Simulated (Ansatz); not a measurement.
# Te2Mo: how the settings move a single-point run

Question: which choices in the input matter for Te2Mo? The cell is built on a prototype (fluorite) and needn't be the phase found in nature.

Computed with Ansatz 0.2.0 (reference: DFT, HSE06, plane waves, PAW, unless a step's input says otherwise).

6 further runs of the same task are left out: 1 for a known fault of the program, 5 that didn't finish.

### 1 Starting point

The structure is cubic, space group Fm-3m (No. 225). The conventional cell has a = 6.630 Å, b = 6.630 Å, c = 6.630 Å, α = 90.00°, β = 90.00°, γ = 90.00°. Mo (site symmetry m-3m) is surrounded by 8 Te at 2.87 Å. Around Te (site symmetry -43m) lie 4 Mo at 2.87 Å.

Coordinates:

```xyz
3
Lattice="0.0000 3.3148 3.3148 3.3148 0.0000 3.3148 3.3148 3.3148 0.0000" Properties=species:S:1:pos:R:3 pbc="T T T"
Mo    0.0000    0.0000    0.0000
Te    1.6574    1.6574    1.6574
Te    4.9722    4.9722    4.9722
```

### 2 Baseline

The input, input.yaml:

```yaml
crystal:
  lattice:
    - [0.0, 3.3148317929, 3.3148317929]
    - [3.3148317929, 0.0, 3.3148317929]
    - [3.3148317929, 3.3148317929, 0.0]
  atoms:
    - { symbol: Mo, position: [0.0, 0.0, 0.0] }
    - { symbol: Te, position: [0.25, 0.25, 0.25] }
    - { symbol: Te, position: [0.75, 0.75, 0.75] }
kpoints:
  mp_grid: { grid: [4, 4, 4] }
hamiltonian:
  xc: hse06
scf:
  occupations: { method: fermi_dirac, width: 0.02 }
  n_extra_bands: 4
output:
  forces: true
  stress: true
  eigenvalues: true
```

On the command line:

```bash
ansatz run input.yaml --threads 4 --pin off --max-ram 3686MiB --backend cpu --events-out ev --progress --plain --runs-dir out
```

### 3 Variant: xc pbesol, accuracy low

input.yaml: that of step 2 with these lines changed.

```diff
@@ -12,3 +12,3 @@
 hamiltonian:
-  xc: hse06
+  xc: pbesol
 scf:
@@ -20 +20,2 @@
   eigenvalues: true
+accuracy: low
```

### 4 Changing settings: xc pbesol

input.yaml: that of step 2 with these lines changed.

```diff
@@ -12,3 +12,3 @@
 hamiltonian:
-  xc: hse06
+  xc: pbesol
 scf:
```

### 5 Changed: q_mesh [1, 1, 1]

input.yaml: that of step 2 with these lines changed.

```diff
@@ -16,2 +16,3 @@
   n_extra_bands: 4
+  exx: { q_mesh: [1, 1, 1] }
 output:
```

### 6 Changing settings: dispersion d3bj

input.yaml: that of step 2 with these lines changed.

```diff
@@ -13,2 +13,3 @@
   xc: hse06
+  dispersion: d3bj
 scf:
```

### 7 Changed: occupations.method methfessel_paxton, occupations.width 0.05

input.yaml: that of step 2 with these lines changed.

```diff
@@ -14,3 +14,3 @@
 scf:
-  occupations: { method: fermi_dirac, width: 0.02 }
+  occupations: { method: methfessel_paxton, width: 0.05 }
   n_extra_bands: 4
```

What does the calculation give? Wanted: for each run, ending; energy change; pressure; gap; force.

**Answer**, as computed:

| run | ending | energy change | pressure (GPa) | gap (eV) | force (eV/Å) | cycles | time |
| --- | --- | --- | --- | --- | --- | --- | --- |
| reference | converged | 0 | -2.0 | 0.00 | 0.00 | 20 | 9.5 s |
| 1: xc pbesol, accuracy low | converged | not comparable | -2.3 | 0.00 | 0.00 | 7 | 0.54 s |
| 2: xc pbesol | converged | not comparable | -2.3 | 0.00 | 0.00 | 7 | 0.54 s |
| 3: q_mesh [1, 1, 1] | converged | - | -2.0 | 0.00 | 0.00 | 20 | 9.6 s |
| 4: dispersion d3bj | converged | -729.6 meV/atom (offset of the dispersion model) | -7.1 | 0.00 | 0.00 | 20 | 9.6 s |
| 5: occupations.method methfessel_paxton, occupations.width 0.05 | converged | +0.4 meV/atom (σ→0) | -2.0 | 0.00 | 0.00 | 20 | 9.8 s |

Residual by cycle in the longest SCF loop of each run; runs are numbered as in the table. The quantity is the density residual dr2, in eV.

```csv
cycle,reference,run 1,run 2,run 3,run 4,run 5
1,0.0128,0.025,0.025,0.0128,0.0128,0.0128
2,0.00938,0.00171,0.00171,0.00938,0.00938,0.009
3,0.0371,5.2e-4,5.2e-4,0.0371,0.0371,0.0369
4,8.0e-5,3.7e-5,3.7e-5,8.0e-5,8.0e-5,7.9e-5
5,2.6e-6,9.3e-6,9.3e-6,2.6e-6,2.6e-6,2.6e-6
6,2.0e-7,1.1e-6,1.1e-6,2.0e-7,2.0e-7,2.0e-7
7,8.1e-9,2.4e-8,2.4e-8,8.1e-9,8.1e-9,9.1e-9
8,2.0e-10,-,-,2.0e-10,2.0e-10,2.4e-10
```

What this shows: «occupations.method methfessel_paxton, occupations.width 0.05» moves the energy by +0.4 meV/atom. Of the variants the dearest is «occupations.method methfessel_paxton, occupations.width 0.05» (9.8 s), the cheapest «xc pbesol» (0.54 s), on a shared host. The reference leaves spin out although Mo can carry a moment, so its state need not be the lowest.
